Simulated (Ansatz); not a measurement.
# Cu (Copper): the cost of one run

Program: the Python package of Ansatz 0.2.0. Level of theory: DFT PBE, plane waves, PAW. These are calculated values, not measurements.

## (1) The structure

Symmetry: Fm-3m, No. 225, cubic system. The conventional cell has a = 3.615 Å, b = 3.615 Å, c = 3.615 Å, α = 90.00°, β = 90.00°, γ = 90.00°. Around Cu (site symmetry m-3m) lie 12 Cu at 2.56 Å.

No structure file is read: the coordinates are typed or built in the script.

## (2) The code

cu.py reads:

```python
'''Stiffness tensor and moduli of Cu.'''

import warnings

import ansatz
import numpy as np
from pymatgen.core import Lattice, Structure
from pymatgen.io.ase import AseAtomsAdaptor


def main() -> None:
    warnings.simplefilter('ignore', ansatz.DeckWarning)

    pmg_structure = Structure(
        Lattice([(0.0, 1.8075, 1.8075), (1.8075, 0.0, 1.8075), (1.8075, 1.8075, 0.0)]),
        ['Cu'],
        [
            (0.0, 0.0, 0.0),
        ],
    )
    xtal = ansatz.Crystal.from_ase(AseAtomsAdaptor.get_atoms(pmg_structure))

    setup = (
        xtal.calculation()
        .functional('pbe')
        .occupations(ansatz.OccupationsMethod.FERMI_DIRAC, width=0.1)
        .kpoints(24, 24, 24)
    )
    res = setup.elastic('relaxed-ion').run(threads=1)
    elastic = res.elastic

    print(np.array2string(np.round(elastic.c_gpa, 1) + 0.0, suppress_small=True))
    print('Voigt stress of the unstrained cell (GPa, tension positive):', np.round(elastic.sigma0_gpa, 3) + 0.0)
    print('smallest eigenvalue of C:', round(elastic.stability.min_eigenvalue_gpa, 1), 'GPa; tensor positive definite:', elastic.stability.min_eigenvalue_gpa > 0)
    # averaged moduli need a positive definite tensor
    if elastic.stability.min_eigenvalue_gpa > 0:
        m = elastic.moduli
        print(f'K = {m.k_hill_gpa:.1f}, G = {m.g_hill_gpa:.1f}, E = {m.youngs_gpa:.1f} GPa, Poisson ratio {m.poisson:.3f}, K/G = {m.k_hill_gpa / m.g_hill_gpa:.2f}')


if __name__ == '__main__':
    main()
```

## (3) What the engine is handed

The package turns the script's settings into the engine's input:

```yaml
crystal:
  lattice:
    - [0.0, 1.8075, 1.8075]
    - [1.8075, 0.0, 1.8075]
    - [1.8075, 1.8075, 0.0]
  atoms:
    - { symbol: Cu, position: [0.0, 0.0, 0.0] }
kpoints:
  mp_grid:
    grid: [24, 24, 24]
hamiltonian:
  xc: pbe
scf:
  occupations:
    method: fermi_dirac
    width: 0.1
elastic:
  mode: relaxed_ion
```

## (4) Running it

The run is started by

```sh
$ python cu.py
```

**Question.** How long does this script take on 1 thread of Arm Neoverse V2, shared host, and how much memory does it need?

About 1.7 min, with a peak of 0.74 GiB.
